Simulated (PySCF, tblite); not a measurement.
# C₆H₈F₄NaO₄+: electronic excitations, NMR shifts

Wanted: electronic excitations, NMR shifts for C₆H₈F₄NaO₄+ (`COC(=O)C(F)F.COC(=O)C(F)F.[Na+]`).

Programs: tblite 0.8.0 and PySCF 2.14.0, with routines of our own; each step states its level. All values are computed. Atoms count from 0.

## 1. The starting structure

23 atoms, charge 1, multiplicity 1; geometry from: force field, distance geometry or constructed start.

## 2. Geometry optimisation with GFN2-xTB

The job: settings as JSON, then the geometry in Å.

```
{"job": {"kind": "relax", "xc": "GFN2-xTB", "basis": "xTB"}, "charge": 1, "multiplicity": 1}
C      1.119200     3.807100    -1.461300
O      0.316000     3.300900    -2.538000
C     -0.204800     2.056700    -2.295300
O      0.005000     1.404300    -1.290800
C     -1.033900     1.590600    -3.480900
F     -1.684700     2.609700    -4.123100
F     -1.998800     0.695600    -3.141200
C     -2.163700    -1.324500     3.381200
O     -3.053700    -0.365300     2.812700
C     -2.604000     0.208500     1.658900
O     -1.508500    -0.029100     1.155400
C     -3.604500     1.220100     1.128400
F     -4.901700     0.869700     1.372200
F     -3.505400     1.403600    -0.222300
Na    -0.002200     0.005100     0.000200
H      1.987800     3.173100    -1.290800
H      0.519200     3.894400    -0.544200
H      1.458300     4.804400    -1.741400
H     -0.367300     1.113300    -4.203800
H     -1.222400    -0.851600     3.674000
H     -1.990800    -2.142200     2.677100
H     -2.640900    -1.736900     4.275600
H     -3.415000     2.188900     1.620900
```

Launch:

```sh
$ OMP_NUM_THREADS=1 python large_run.py task.json out
```

One launch serves the whole session: the jobs run in the order shown.

Standard output:

```text
step      E/eV     max force
  0   -1414.82435    2.733
  1   -1415.11265    0.842
  2   -1415.13617    0.634
  3   -1415.16159    0.388
  4   -1415.18799    0.400
  5   -1415.20900    0.445
  6   -1415.22343    0.511
  7   -1415.23107    0.318
  8   -1415.23756    0.210
  9   -1415.24666    0.238
 10   -1415.25598    0.273
 11   -1415.26974    0.323
 12   -1415.28796    0.308
 13   -1415.30983    0.323
 14   -1415.33311    0.328
 15   -1415.35973    0.425
 16   -1415.38589    0.423
 17   -1415.40749    0.315
 18   -1415.42180    0.210
 19   -1415.42932    0.209
 20   -1415.43566    0.230
 21   -1415.44426    0.270
 22   -1415.45421    0.248
 23   -1415.46265    0.216
 24   -1415.46903    0.158
 25   -1415.47495    0.186
 26   -1415.48165    0.152
 27   -1415.48695    0.155
 28   -1415.49085    0.149
 29   -1415.49524    0.137
 30   -1415.50098    0.176
 31   -1415.50710    0.156
 32   -1415.51137    0.119
 33   -1415.51435    0.105
 34   -1415.51728    0.124
 35   -1415.51984    0.118
 36   -1415.52228    0.118
 37   -1415.52503    0.119
 38   -1415.52910    0.160
 39   -1415.53531    0.251
 40   -1415.53984    0.530
 41   -1415.48074    1.032
 42   -1415.56141    0.368
 43   -1415.57477    0.162
 44   -1415.58331    0.202
 45   -1415.59307    0.275
 46   -1415.60038    0.192
 47   -1415.60828    0.572
 48   -1415.61686    0.210
 49   -1415.62445    0.176
 50   -1415.62758    0.658
 51   -1415.64394    0.339
 52   -1415.65085    0.197
 53   -1415.65221    0.653
 54   -1415.66852    0.113
 55   -1415.67215    0.133
 56   -1415.67609    0.218
 57   -1415.67851    0.158
 58   -1415.68354    0.131
 59   -1415.68923    0.148
 60   -1415.69458    0.149
 61   -1415.69741    0.133
 62   -1415.70193    0.170
 63   -1415.70836    0.175
 64   -1415.71575    0.236
 65   -1415.72226    0.301
 66   -1415.72609    0.205
 67   -1415.72787    0.263
 68   -1415.73099    0.127
 69   -1415.73207    0.065
 70   -1415.73248    0.059
 71   -1415.73353    0.079
 72   -1415.73432    0.078
 73   -1415.73495    0.064
 74   -1415.73556    0.062
 75   -1415.73613    0.080
 76   -1415.73671    0.066
 77   -1415.73736    0.076
 78   -1415.73811    0.083
 79   -1415.73900    0.101
 80   -1415.74001    0.097
 81   -1415.74110    0.068
 82   -1415.74206    0.067
 83   -1415.74303    0.083
 84   -1415.74389    0.067
 85   -1415.74450    0.049
 86   -1415.74490    0.045
 87   -1415.74530    0.056
 88   -1415.74578    0.053
 89   -1415.74623    0.045
 90   -1415.74658    0.040
 91   -1415.74689    0.043
 92   -1415.74727    0.044
 93   -1415.74773    0.054
 94   -1415.74823    0.056
 95   -1415.74875    0.054
 96   -1415.74935    0.054
 97   -1415.75012    0.074
 98   -1415.75098    0.071
 99   -1415.75171    0.054
100   -1415.75225    0.048
101   -1415.75274    0.049
102   -1415.75323    0.057
103   -1415.75364    0.047
104   -1415.75388    0.039
105   -1415.75404    0.043
106   -1415.75422    0.036
107   -1415.75455    0.039
108   -1415.75474    0.043
109   -1415.75494    0.032
110   -1415.75504    0.024
111   -1415.75513    0.022
112   -1415.75520    0.025
113   -1415.75526    0.025
114   -1415.75533    0.020
```

Run time: 2.1 s. Hardware: 1 thread of Arm Neoverse N1, shared host; peak memory 0.18 GiB.

Step by step:

```
step  energy from step 0 (eV)  largest force (eV/Å)
   0                   0.0000                2.7325
   1                  -0.2883                0.8421
   2                  -0.3118                0.6334
   3                  -0.3372                0.3888
   4                  -0.3636                0.3999
   5                  -0.3846                0.4455
   6                  -0.3991                0.5112
   7                  -0.4067                0.3176
   8                  -0.4132                0.2106
  17                  -0.5831                0.3147
  26                  -0.6573                0.1520
  35                  -0.6955                0.1179
  45                  -0.7687                0.2754
  54                  -0.8442                0.1128
  63                  -0.8840                0.1743
  72                  -0.9100                0.0772
  82                  -0.9177                0.0672
  91                  -0.9225                0.0432
 100                  -0.9279                0.0475
 110                  -0.9307                0.0240
 111                  -0.9308                0.0222
 112                  -0.9308                0.0245
 113                  -0.9309                0.0248
 114                  -0.9310                0.0201
```

Close pairs (by a distance rule), those that changed most:

```
    bond  before (Å)  after (Å)  change (Å)
 C2–Na14       3.085      2.868      -0.217
 C9–Na14       3.092      2.876      -0.216
O10–Na14       1.899      1.998      +0.099
 O3–Na14       1.904      1.993      +0.089
   O1–C2       1.370      1.290      -0.080
   O8–C9       1.365      1.290      -0.074
  C9–C11       1.518      1.541      +0.022
   C2–C4       1.520      1.539      +0.019
```

The end geometry stands in the next job.

## 3. Electronic excitations: TDDFT CAM-B3LYP/def2-SVP

The job: settings as JSON, then the geometry in Å.

```
{"job": {"kind": "uv", "basis": "def2-SVP", "grid": 1, "kgrid": 0, "vcut": 1.5, "nstates": 6, "ntriplets": 2, "tda": false, "delta": ["ip_vertical"], "pop": true, "xc": "CAM-B3LYP"}, "charge": 1, "multiplicity": 1}
C      1.268738     3.918532    -1.692335
O      0.486566     3.252532    -2.693820
C     -0.104706     2.153497    -2.366323
O     -0.069332     1.598821    -1.289459
C     -0.952265     1.559398    -3.505587
F     -2.249967     1.691843    -3.151193
F     -0.716318     0.228167    -3.553325
C     -2.282701    -1.354736     3.640537
O     -2.959109    -0.247759     3.027574
C     -2.674574     0.044953     1.803502
O     -1.881955    -0.518367     1.080263
C     -3.467661     1.254396     1.271807
F     -3.978624     0.913786     0.068058
F     -2.584946     2.252286     1.031393
Na    -1.285489     0.128941    -0.713309
H      2.161267     3.332762    -1.468490
H      0.682059     4.044768    -0.781301
H      1.539701     4.880831    -2.118828
H     -0.789583     2.004631    -4.494530
H     -1.293211    -1.040203     3.974421
H     -2.184440    -2.178338     2.933221
H     -2.892562    -1.643564     4.492593
H     -4.267954     1.619209     1.928402
```

Level: TDDFT CAM-B3LYP/def2-SVP, vertical, gas phase, core orbitals frozen in the response, virtual orbitals cut by energy.

Standard output:

```text
start: PBE on a coarse grid of 20994 points
cycle   1  E = -1093.3724002696  dE =  2.521e+00  |g| = 1.566e+00  |ddm| = 5.077e+00
cycle   2  E = -1090.8967006891  dE =  2.476e+00  |g| = 3.887e+00  |ddm| = 4.293e+00
cycle   3  E = -1093.6654111068  dE = -2.769e+00  |g| = 8.553e-01  |ddm| = 3.615e+00
cycle   4  E = -1093.7980922571  dE = -1.327e-01  |g| = 3.117e-01  |ddm| = 8.800e-01
cycle   5  E = -1093.8158131182  dE = -1.772e-02  |g| = 6.707e-02  |ddm| = 2.369e-01
cycle   6  E = -1093.8166710343  dE = -8.579e-04  |g| = 2.460e-02  |ddm| = 6.671e-02
cycle   7  E = -1093.8167708127  dE = -9.978e-05  |g| = 7.660e-03  |ddm| = 2.166e-02
final grid: 92974 points
cycle   8  E = -1094.7916866761  dE = -8.666e-03  |g| = 1.438e-01  |ddm| = 3.241e-01
cycle   9  E = -1094.7897862053  dE =  1.900e-03  |g| = 1.780e-01  |ddm| = 2.004e-01
cycle  10  E = -1094.7952450606  dE = -5.459e-03  |g| = 1.283e-02  |ddm| = 1.178e-01
cycle  11  E = -1094.7952683907  dE = -2.333e-05  |g| = 8.308e-03  |ddm| = 1.284e-02
cycle  12  E = -1094.7952792814  dE = -1.089e-05  |g| = 1.756e-03  |ddm| = 6.987e-03
cycle  13  E = -1094.7952798211  dE = -5.396e-07  |g| = 3.550e-04  |ddm| = 1.924e-03
cycle  14  E = -1094.7952796001  dE =  2.209e-07  |g| = 1.827e-04  |ddm| = 4.970e-04
cycle  15  E = -1094.7952815462  dE = -1.946e-06  |g| = 3.899e-05  |ddm| = 1.876e-04
converged SCF energy = -1094.7952815462
Vertical ionisation energy (delta-SCF) = 15.1001 eV   <S^2> = 0.755

Static polarisability (au): isotropic 74.854, principal 64.970 70.657 88.935

Singlet excitations
state   eV       nm        f      main configurations
  1   6.1000    203.3   0.00091   H->L 0.47, H-1->L 0.39
  2   6.1045    203.1   0.00082   H->L+1 0.50, H-1->L+1 0.38
  3   7.9117    156.7   0.00581   H-5->L 0.53, H-4->L 0.26
  4   7.9361    156.2   0.00048   H-4->L+1 0.57, H-5->L+1 0.25
  5   8.0277    154.4   0.30813   H-2->L+1 0.46, H-3->L 0.44
  6   8.1038    153.0   0.09236   H-2->L+1 0.31, H-3->L 0.28, H-2->L 0.18

Triplet excitations (Tamm-Dancoff, eV): 5.5894 5.5983
```

It took 2.4 min on 1 thread of Arm Neoverse N1, shared host; peak memory 0.64 GiB.

Frontier orbitals and where they lie:

```
orbital      eV                       atoms
 HOMO−4  -15.66   O1 27 %, C0 13 %, O8 12 %
 HOMO−3  -14.73  O8 35 %, O10 24 %, C7 10 %
 HOMO−2  -14.71   O1 36 %, O3 22 %, C0 10 %
 HOMO−1  -14.46  O10 27 %, O3 26 %, C11 6 %
   HOMO  -14.38   O3 29 %, O10 27 %, C4 6 %
   LUMO   -3.47  C9 43 %, O10 19 %, O8 12 %
 LUMO+1   -3.44   C2 43 %, O3 19 %, O1 12 %
 LUMO+2   -2.72                   Na14 88 %
 LUMO+3   -1.12          Na14 75 %, H16 5 %
```

With each of the 6 states as a Gaussian band of 0.4 eV half-width at 1/e, the curve within the window shown has maxima at 155 nm (ε 16,000) L/(mol cm). Beyond the last state computed it falls off for lack of states. The curve at chosen wavelengths:

```
 nm  ε (L/mol/cm)
148          7341
151         12989
154         16237
157         14900
160         10384
163          5665
166          2485
170           616
173           178
176            45
179            11
182             4
185             7
188            14
191            25
194            39
197            54
200            65
203            70
207            66
210            57
213            45
216            33
219            22
222            14
225             9
```

Further results of this job:

```
           property  computed
polarisability (Å³)     11.09
 HOMO–LUMO gap (eV)     10.91
      −ε(HOMO) (eV)     14.38
```

## 4. NMR shifts: GIAO KT3/pcSseg-1

The job, as its differences from that of step 3:

```diff
@@ -1,2 +1,2 @@
-{"job": {"kind": "uv", "basis": "def2-SVP", "grid": 1, "kgrid": 0, "vcut": 1.5, "nstates": 6, "ntriplets": 2, "tda": false, "delta": ["ip_vertical"], "pop": true, "xc": "CAM-B3LYP"}, "charge": 1, "multiplicity": 1}
+{"job": {"kind": "nmr", "xc": "KT3", "basis": "pcSseg-1", "pop": false}, "charge": 1, "multiplicity": 1}
 C      1.268738     3.918532    -1.692335
```

With the program's defaults for keys left out, this is: GIAO KT3/pcSseg-1 NMR shielding, non-relativistic, gas phase.

Standard output:

```text
start: PBE on a coarse grid of 20994 points
cycle   1  E = -1094.0753092315  dE =  2.595e+00  |g| = 1.606e+00  |ddm| = 4.183e+00
cycle   2  E = -1091.6175336945  dE =  2.458e+00  |g| = 3.930e+00  |ddm| = 3.304e+00
cycle   3  E = -1094.3631898839  dE = -2.746e+00  |g| = 8.630e-01  |ddm| = 2.856e+00
cycle   4  E = -1094.4905088676  dE = -1.273e-01  |g| = 3.395e-01  |ddm| = 7.144e-01
cycle   5  E = -1094.5101062102  dE = -1.960e-02  |g| = 7.175e-02  |ddm| = 1.978e-01
cycle   6  E = -1094.5110403291  dE = -9.341e-04  |g| = 2.562e-02  |ddm| = 5.559e-02
cycle   7  E = -1094.5111407491  dE = -1.004e-04  |g| = 8.744e-03  |ddm| = 1.676e-02
final grid: 197135 points
cycle   8  E = -1109.6964839916  dE = -1.985e-02  |g| = 4.073e-01  |ddm| = 5.025e-01
cycle   9  E = -1109.6409373200  dE =  5.555e-02  |g| = 7.091e-01  |ddm| = 5.665e-01
cycle  10  E = -1109.7183053233  dE = -7.737e-02  |g| = 1.009e-01  |ddm| = 4.018e-01
cycle  11  E = -1109.7199113702  dE = -1.606e-03  |g| = 4.271e-02  |ddm| = 7.734e-02
cycle  12  E = -1109.7202446633  dE = -3.333e-04  |g| = 6.049e-03  |ddm| = 2.699e-02
cycle  13  E = -1109.7202500851  dE = -5.422e-06  |g| = 2.692e-03  |ddm| = 6.222e-03
cycle  14  E = -1109.7202516378  dE = -1.553e-06  |g| = 6.735e-04  |ddm| = 1.700e-03
cycle  15  E = -1109.7202533768  dE = -1.739e-06  |g| = 1.822e-04  |ddm| = 5.536e-04
cycle  16  E = -1109.7202523034  dE =  1.073e-06  |g| = 1.015e-04  |ddm| = 1.540e-04
cycle  17  E = -1109.7202521255  dE =  1.779e-07  |g| = 3.576e-05  |ddm| = 7.600e-05
converged SCF energy = -1109.7202521255

GIAO shielding tensors (ppm)
atom      isotropic    diamagn.    paramagn.     s11        s22        s33       span
  0 C      126.786     247.872    -121.086     94.588    108.350    177.420     82.832
  1 O      115.306     393.255    -277.949    -58.260    155.939    248.238    306.498
  2 C       19.046     261.252    -242.206    -59.992     43.265     73.866    133.858
  3 O       13.518     410.716    -397.198   -177.918   -113.666    332.138    510.057
  4 C       72.957     239.264    -166.306     54.635     79.440     84.797     30.162
  5 F      289.711     477.659    -187.948    177.020    331.034    361.079    184.060
  6 F      294.383     482.017    -187.634    191.488    328.056    363.606    172.117
  7 C      127.080     247.244    -120.164     92.697    110.106    178.438     85.742
  8 O      115.166     393.582    -278.416    -57.580    153.723    249.356    306.936
  9 C       19.294     261.236    -241.942    -59.475     43.648     73.710    133.185
 10 O       17.966     409.615    -391.649   -175.157   -105.420    334.476    509.633
 11 C       72.678     237.796    -165.118     54.054     80.584     83.395     29.341
 12 F      292.186     479.046    -186.860    189.871    325.814    360.873    171.002
 13 F      290.245     482.105    -191.859    179.160    330.967    360.609    181.449
 14 Na     554.168     637.939     -83.770    523.408    532.088    607.009     83.601
 15 H       27.433      32.185      -4.752     24.175     25.037     33.086      8.911
 16 H       27.254      32.237      -4.984     23.376     26.363     32.021      8.646
 17 H       27.199      24.771       2.427     23.665     25.493     32.438      8.774
 18 H       25.145      24.026       1.119     22.623     23.635     29.178      6.555
 19 H       27.517      32.052      -4.536     23.907     25.409     33.234      9.327
 20 H       26.923      31.236      -4.313     23.241     25.633     31.896      8.655
 21 H       27.231      24.301       2.930     23.593     25.497     32.604      9.010
 22 H       25.186      23.936       1.250     22.744     23.439     29.374      6.630
```

It took 36 s on 1 thread of Arm Neoverse N1, shared host; peak memory 0.55 GiB.

The references, computed at this level on geometries of the same kind, shield at (ppm): $^{1}$H TMS 31.76, $^{13}$C TMS 184.7, $^{19}$F CFCl3 142.4, $^{17}$O H2O 330.8. Their shielding less the atom's gives the shift. The references are single molecules in the gas phase, so shifts against H2O, NH3, PH3, H3PO4 or CFCl3 are not on the usual liquid scales and can be off by tens of ppm. Atoms listed in one row are averaged.

```
                       atoms                                           environment  σ (ppm)  δ (ppm)
                      C2, C9                                 ester carbonyl carbon     19.2    165.6
                     C4, C11                 sp3 CH bonded to 2 F, α to a carbonyl     72.8    111.9
                      C0, C7                             methyl carbon bonded to O    126.9     57.8
                    H18, H22  hydrogen on an sp3 CH bonded to 2 F, α to a carbonyl    25.17     6.59
H15, H16, H17, H19, H20, H21               hydrogen on a methyl carbon bonded to O    27.26     4.50
                     O3, O10                                                           15.7    315.0
                      O1, O8                                   ester alkoxy oxygen    115.2    215.6
            F5, F6, F12, F13                               fluorine of a CF2 group    291.6   -149.3
                        Na14                                                            554        –
```

## 5. What came out

| quantity | value |
| --- | --- |
| lowest singlet (CAM-B3LYP/def2-SVP) | 6.10 eV (203 nm), f = 0.001 |
| brightest single state of those computed | state 5, 8.03 eV, f = 0.308 |
| lowest triplet | 5.59 eV |
| $^{13}$C shifts against TMS (KT3/pcSseg-1, means over atoms taken as alike) | 165.6, 111.9, 57.8 ppm |
| $^{1}$H shifts against TMS (KT3/pcSseg-1, means over atoms taken as alike) | 6.59, 4.50 ppm |
| $^{17}$O shifts against H2O (KT3/pcSseg-1, means over atoms taken as alike) | 315.0, 215.6 ppm |
| $^{19}$F shifts against CFCl3 (KT3/pcSseg-1, means over atoms taken as alike) | -149.3 ppm |
| shieldings of Na (KT3/pcSseg-1) | Na14 554.2 ppm |

What this shows: The first singlet state (HOMO→LUMO 0.47, HOMO−1→LUMO 0.39) lies at 6.10 eV and is dark; of the 6 states computed, the strongest absorption comes from state 5 at 8.03 eV. The lowest triplet lies 0.51 eV below the lowest singlet (triplets in Tamm-Dancoff, singlets in full TDDFT). The basis of CAM-B3LYP/def2-SVP has no diffuse functions, so Rydberg states are missing and the high states are unreliable. H18, H22 (mean) (hydrogen on an sp3 CH bonded to 2 F, α to a carbonyl) lies farthest downfield among hydrogen, at 6.59 ppm; its carbon carries F, an electronegative neighbour. At KT3/pcSseg-1: The largest span, 510 ppm, is at O3, O10, where the paramagnetic term is -394 ppm.
